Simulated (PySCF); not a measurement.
# CBr₂F₂: NMR shieldings

What do calculations give for the NMR shieldings of CBr₂F₂ (`FC(F)(Br)Br`)?

Computed with PySCF 2.14.0 and routines of our own; the level stands in each step. Atoms count from 0.

## (1) The system as given

5 atoms, charge 0, multiplicity 1; geometry from: GFN2-xTB.

## (2) Optimising the geometry at PBE0-D3(BJ)/def2-SVP

What the job is given:

```
{"job": {"xc": "PBE0", "basis": "def2-SVP", "d3": "d3bj", "grid": 1, "maxiter": 30, "shake": 0.01, "kind": "geom"}, "charge": 0, "multiplicity": 1}
F      0.020330    -0.956990    -1.046400
C     -0.006550    -0.133330    -0.002400
F     -0.053510    -0.876850     1.082120
Br     1.661210     0.938920    -0.005290
Br    -1.587910     0.994280    -0.065920
```

Run with:

```console
> OMP_NUM_THREADS=1 python heavy_run.py task.json out
```

The driver reads the jobs from task.json and runs them one after another.

Output:

```text
step   0  E = -5384.45603550  max force = 0.012783
step   1  E = -5384.45509336  max force = 0.025308
step   2  E = -5384.45664365  max force = 0.008306
step   3  E = -5384.45700003  max force = 0.002337
step   4  E = -5384.45700694  max force = 0.000768
step   5  E = -5384.45700804  max force = 0.000100
optimisation converged
```

Run time: 24 s. Hardware: 1 thread of Intel Xeon Platinum 8559C, shared host; peak memory 0.45 GiB.

Relaxation path: (the energy doesn't fall at every step)

| step | energy from step 0 (eV) | largest force component (eV/Å) |
| --- | --- | --- |
| 0 | 0.0000 | 0.6573 |
| 1 | 0.0256 | 1.3014 |
| 2 | -0.0165 | 0.4271 |
| 3 | -0.0262 | 0.1202 |
| 4 | -0.0264 | 0.0395 |
| 5 | -0.0265 | 0.0051 |

Close pairs (by a distance rule), those that changed most:

| bond | before (Å) | after (Å) | change (Å) |
| --- | --- | --- | --- |
| C1–Br3 | 1.983 | 1.936 | -0.047 |
| F0–C1 | 1.330 | 1.320 | -0.010 |
| C1–Br4 | 1.943 | 1.935 | -0.008 |
| C1–F2 | 1.316 | 1.320 | +0.004 |

The final coordinates are the input of the step that follows.

| at the end point | value |
| --- | --- |
| point group (found at 0.08 Å tolerance) | C2v |
| rotational constants (GHz, main isotopes) | 3.242, 1.131, 0.980 |
| dipole moment (D) | 0.40 |

## (3) NMR shieldings: PBE0/pcSseg-1 Br:us-x2c-TZVPall-2c, spin–orbit

What the job is given:

```
{"job": {"kind": "hnmr", "xc": "PBE0", "basis": {"default": "pcSseg-1", "Br": "us-x2c-TZVPall-2c"}, "rel": "so"}, "charge": 0, "multiplicity": 1}
F     -1.329777     0.203331    -0.359855
C     -0.097139    -0.003056     0.065516
F     -0.126288    -0.148667     1.377210
Br     0.593838    -1.621684    -0.740252
Br     0.996859     1.529610    -0.380830
```

With the program's defaults for keys left out, this is: PBE0/pcSseg-1 Br:us-x2c-TZVPall-2c GIAO NMR shielding, X2C with spin-orbit coupling, screened-nuclear two-electron part, Gaussian nuclei, gas phase.

Output:

```text
spin-free SCF
coarse grid: 30448 points
cycle   1  E = -5449.5337847494  dE =  6.389e-01  |g| = 8.722e-01  |ddm| = 2.399e+00
cycle   2  E = -5449.2339333883  dE =  2.999e-01  |g| = 1.558e+00  |ddm| = 1.211e+00
cycle   3  E = -5449.6768827036  dE = -4.429e-01  |g| = 1.020e-01  |ddm| = 8.207e-01
cycle   4  E = -5449.6774165834  dE = -5.339e-04  |g| = 6.077e-02  |ddm| = 8.438e-02
cycle   5  E = -5449.6780816105  dE = -6.650e-04  |g| = 1.502e-02  |ddm| = 4.839e-02
cycle   6  E = -5449.6781211849  dE = -3.957e-05  |g| = 1.095e-03  |ddm| = 1.039e-02
cycle   7  E = -5449.6781213923  dE = -2.074e-07  |g| = 2.678e-04  |ddm| = 9.452e-04
final grid: 60568 points
cycle   8  E = -5449.6781280871  dE = -4.355e-08  |g| = 2.524e-04  |ddm| = 5.689e-04
cycle   9  E = -5449.6781280796  dE =  7.472e-09  |g| = 3.056e-04  |ddm| = 3.838e-04
cycle  10  E = -5449.6781281017  dE = -2.207e-08  |g| = 7.293e-05  |ddm| = 2.320e-04
cycle  11  E = -5449.6781281028  dE = -1.122e-09  |g| = 3.174e-06  |ddm| = 4.586e-05
converged SCF energy = -5449.6781281028
two-component SCF
cycle   1  E = -5449.5474179091  dE = -5.450e+03  |FDS-SDF| = 1.268e+01
cycle   2  E = -5449.8287165542  dE = -2.813e-01  |FDS-SDF| = 1.336e-01
cycle   3  E = -5449.8289976920  dE = -2.811e-04  |FDS-SDF| = 5.260e-03
cycle   4  E = -5449.8290278084  dE = -3.012e-05  |FDS-SDF| = 2.175e-03
cycle   5  E = -5449.8290332951  dE = -5.487e-06  |FDS-SDF| = 1.361e-03
cycle   6  E = -5449.8290344286  dE = -1.134e-06  |FDS-SDF| = 2.776e-04
cycle   7  E = -5449.8290344613  dE = -3.269e-08  |FDS-SDF| = 1.454e-04
cycle   8  E = -5449.8290344662  dE = -4.895e-09  |FDS-SDF| = 1.683e-05
converged, E = -5449.8290344662

Field gradients (au) and densities at the nuclei (bohr^-3)
atom        Vxx        Vyy        Vzz        centre      nuclear mean
  0 F     -1.4925    -1.5131     3.0056        407.313        407.312
  1 C     -0.0386    -0.0970     0.1355        114.332        114.332
  2 F     -1.4926    -1.5127     3.0053        407.313        407.312
  3 Br    -4.3319    -4.3858     8.7177      39258.665      39230.195
  4 Br    -4.3312    -4.3845     8.7157      39258.664      39230.194
without picture change
  3 Br                           9.0053                     60006.286
  4 Br                           9.0033                     60006.284

Core orbital energies (eV)
atom   shell        mean    spread
  3 Br 1s       -13366.666   0.000
  3 Br 2s        -1755.804   0.000
  3 Br 3s         -247.985   0.000
  3 Br 4s          -23.076   0.000
  3 Br 2p1/2     -1579.367   0.000
  3 Br 2p3/2     -1532.119   0.072
  3 Br 3p1/2      -186.262   0.000
  3 Br 3p3/2      -179.332   0.223
  3 Br 3d3/2       -72.313   0.254
  3 Br 3d5/2       -71.244   0.341
  4 Br 1s       -13366.665   0.000
  4 Br 2s        -1755.804   0.000
  4 Br 3s         -247.985   0.000
  4 Br 4s          -23.077   0.000
  4 Br 2p1/2     -1579.367   0.000
  4 Br 2p3/2     -1532.119   0.072
  4 Br 3p1/2      -186.262   0.000
  4 Br 3p3/2      -179.333   0.223
  4 Br 3d3/2       -72.313   0.254
  4 Br 3d5/2       -71.244   0.341

Shielding tensors (ppm)
atom      isotropic    diamagn.    paramagn.     s11        s22        s33       span
  0 F       169.28      470.54     -301.26     138.12     140.77     228.94      90.83
  1 C        87.52      229.32     -141.80      63.09      81.37     118.09      55.00
  2 F       169.23      470.55     -301.32     138.13     140.79     228.75      90.62
  3 Br     1730.20     2986.75    -1256.55     948.08    1126.45    3116.05    2167.97
  4 Br     1730.85     2986.76    -1255.92     949.14    1127.48    3115.92    2166.78
```

Wall time 84 s (1 thread of Intel Xeon Platinum 8559C, shared host); peak memory 1.1 GiB.

In short:

| quantity | value |
| --- | --- |
| energy from spin-orbit coupling | -0.1509 Eh |

Orbitals, density, ELF and potential are computed afterwards from the orbital file.

Frontier orbitals at PBE0/us-x2c-TZVPall-2c+pcSseg-1, with the share of their density that lies nearest to each atom:

| orbital | energy (eV) | lies on |
| --- | --- | --- |
| HOMO | -8.48 | Br3, Br4 about 49 % each |
| LUMO | -1.71 | Br3, Br4 about 32 % each; C1 30 % |

ELF in a plane through or near 3 of the atoms.

Values, 10 rows by 14 columns:
```
0.00 0.00 0.00 0.00 0.01 0.01 0.00 0.00 0.00 0.01 0.00 0.00 0.00 0.00
0.00 0.00 0.00 0.13 0.40 0.44 0.08 0.02 0.29 0.46 0.27 0.04 0.00 0.00
0.00 0.00 0.08 0.58 0.83 0.87 0.50 0.09 0.79 0.87 0.74 0.35 0.02 0.00
0.00 0.05 0.39 0.45 0.56 0.31 0.56 0.16 0.66 0.46 0.29 0.62 0.18 0.01
0.00 0.17 0.70 0.60 0.57 0.27 0.80 0.74 0.67 0.47 0.27 0.83 0.45 0.03
0.00 0.10 0.60 0.85 0.75 0.54 0.48 0.49 0.67 0.60 0.83 0.81 0.33 0.01
0.00 0.00 0.10 0.36 0.11 0.03 0.20 0.29 0.10 0.03 0.29 0.29 0.03 0.00
0.00 0.00 0.00 0.01 0.00 0.01 0.02 0.04 0.01 0.00 0.00 0.00 0.00 0.00
0.00 0.00 0.00 0.00 0.00 0.00 0.00 0.00 0.00 0.00 0.00 0.00 0.00 0.00
0.00 0.00 0.00 0.00 0.00 0.00 0.00 0.00 0.00 0.00 0.00 0.00 0.00 0.00
```
The map spans 8.4 Å across and 7.1 Å up, centred on the molecule. Atoms in the plane (x, y in Å): C1 (0.0, -0.1), Br3 (-1.6, 1.0), Br4 (1.6, 1.0).

On the surface of density 0.002 e/bohr³ the electrostatic potential runs, from the 1st to the 99th percentile, from -0.19 V near F0 to 1.36 V near Br4.

## (4) NMR shieldings: PBE0/pcSseg-1 Br:us-x2c-TZVPall-2c, spin-free

What the job is given:

```
{"job": {"kind": "hnmr", "xc": "PBE0", "basis": {"default": "pcSseg-1", "Br": "us-x2c-TZVPall-2c"}, "rel": "sf"}, "charge": 0, "multiplicity": 1}
F     -1.329777     0.203331    -0.359855
C     -0.097139    -0.003056     0.065516
F     -0.126288    -0.148667     1.377210
Br     0.593838    -1.621684    -0.740252
Br     0.996859     1.529610    -0.380830
```

With the program's defaults for keys left out, this is: PBE0/pcSseg-1 Br:us-x2c-TZVPall-2c GIAO NMR shielding, spin-free X2C, Gaussian nuclei, gas phase.

Output:

```text
spin-free SCF
coarse grid: 30448 points
cycle   1  E = -5449.5337847494  dE =  6.389e-01  |g| = 8.722e-01  |ddm| = 2.399e+00
cycle   2  E = -5449.2339333883  dE =  2.999e-01  |g| = 1.558e+00  |ddm| = 1.211e+00
cycle   3  E = -5449.6768827036  dE = -4.429e-01  |g| = 1.020e-01  |ddm| = 8.207e-01
cycle   4  E = -5449.6774165834  dE = -5.339e-04  |g| = 6.077e-02  |ddm| = 8.438e-02
cycle   5  E = -5449.6780816105  dE = -6.650e-04  |g| = 1.502e-02  |ddm| = 4.839e-02
cycle   6  E = -5449.6781211849  dE = -3.957e-05  |g| = 1.095e-03  |ddm| = 1.039e-02
cycle   7  E = -5449.6781213923  dE = -2.074e-07  |g| = 2.678e-04  |ddm| = 9.452e-04
final grid: 60568 points
cycle   8  E = -5449.6781280871  dE = -4.355e-08  |g| = 2.524e-04  |ddm| = 5.689e-04
cycle   9  E = -5449.6781280796  dE =  7.472e-09  |g| = 3.056e-04  |ddm| = 3.838e-04
cycle  10  E = -5449.6781281017  dE = -2.207e-08  |g| = 7.293e-05  |ddm| = 2.320e-04
cycle  11  E = -5449.6781281028  dE = -1.122e-09  |g| = 3.174e-06  |ddm| = 4.586e-05
converged SCF energy = -5449.6781281028
check of the scalar solution
cycle   1  E = -5449.6781281028  dE = -5.450e+03  |FDS-SDF| = 3.174e-06
cycle   2  E = -5449.6781281028  dE =  2.728e-12  |FDS-SDF| = 2.794e-06
converged, E = -5449.6781281028

Field gradients (au) and densities at the nuclei (bohr^-3)
atom        Vxx        Vyy        Vzz        centre      nuclear mean
  0 F     -1.4934    -1.5137     3.0071        407.314        407.313
  1 C     -0.0378    -0.0967     0.1345        114.330        114.330
  2 F     -1.4935    -1.5133     3.0068        407.314        407.313
  3 Br    -4.3414    -4.3962     8.7376      39256.002      39227.532
  4 Br    -4.3408    -4.3949     8.7357      39256.001      39227.531
without picture change
  3 Br                           9.0305                     60006.825
  4 Br                           9.0285                     60006.824

Core orbital energies (eV)
atom   shell        mean    spread
  3 Br 1s       -13366.868   0.000
  3 Br 2s        -1755.844   0.000
  3 Br 3s         -247.995   0.000
  3 Br 4s          -23.078   0.000
  3 Br 2p        -1547.620   0.109
  3 Br 3p         -181.607   0.341
  3 Br 3d          -71.677   0.384
  4 Br 1s       -13366.868   0.000
  4 Br 2s        -1755.844   0.000
  4 Br 3s         -247.995   0.000
  4 Br 4s          -23.079   0.000
  4 Br 2p        -1547.620   0.109
  4 Br 3p         -181.607   0.341
  4 Br 3d          -71.677   0.385

Shielding tensors (ppm)
atom      isotropic    diamagn.    paramagn.     s11        s22        s33       span
  0 F       165.75      470.35     -304.60     129.93     135.40     231.92     101.99
  1 C        31.39      228.58     -197.19      24.23      25.20      44.75      20.52
  2 F       165.70      470.36     -304.66     129.95     135.43     231.73     101.77
  3 Br     1377.21     3135.92    -1758.70     507.59     688.81    2935.24    2427.65
  4 Br     1377.97     3135.93    -1757.97     508.84     690.04    2935.03    2426.19
```

Wall time 26 s (1 thread of Intel Xeon Platinum 8559C, shared host); peak memory 1 GiB.

## (5) Shieldings side by side

| run | Br3 | Br4 | C1 | F0 | F2 | time |
| --- | --- | --- | --- | --- | --- | --- |
| step 3, PBE0/pcSseg-1 Br:us-x2c-TZVPall-2c, spin–orbit | 1730.2 | 1730.8 | 87.5 | 169.3 | 169.2 | 84 s |
| step 4, PBE0/pcSseg-1 Br:us-x2c-TZVPall-2c, spin-free | 1377.2 | 1378.0 | 31.4 | 165.7 | 165.7 | 26 s |

## (6) Summary of results

```
                                                                                quantity                                                    value
                                                                             point group                                                      C2v
                                                    rotational constants (main isotopes)                                     3.24, 1.13, 0.98 GHz
energy from spin-orbit coupling (step 3, PBE0/pcSseg-1 Br:us-x2c-TZVPall-2c, spin–orbit)                                               -0.1509 Eh
                     shieldings (step 3, PBE0/pcSseg-1 Br:us-x2c-TZVPall-2c, spin–orbit)  F0 169.3, C1 87.5, F2 169.2, Br3 1730.2, Br4 1730.8 ppm
                                                   surface potential, 1st and 99th percentile                                       -0.19 V and 1.36 V
                      shieldings (step 4, PBE0/pcSseg-1 Br:us-x2c-TZVPall-2c, spin-free)  F0 165.7, C1 31.4, F2 165.7, Br3 1377.2, Br4 1378.0 ppm
```

**Reading.** Over 5 steps the energy fell by 0.026 eV; of the bonded pairs, C1–Br3 changed most, 1.983 to 1.936 Å. No frequency check was run at this level, so the end point may be a saddle. By nearest atom (PBE0/us-x2c-TZVPall-2c+pcSseg-1), the HOMO sits on Br3, Br4 about 49 % each and the LUMO on Br3, Br4 about 32 % each; C1 30 %. Br3 (with its equivalent atoms) moves most between the runs, by 353 ppm; the labels say what changes from run to run.
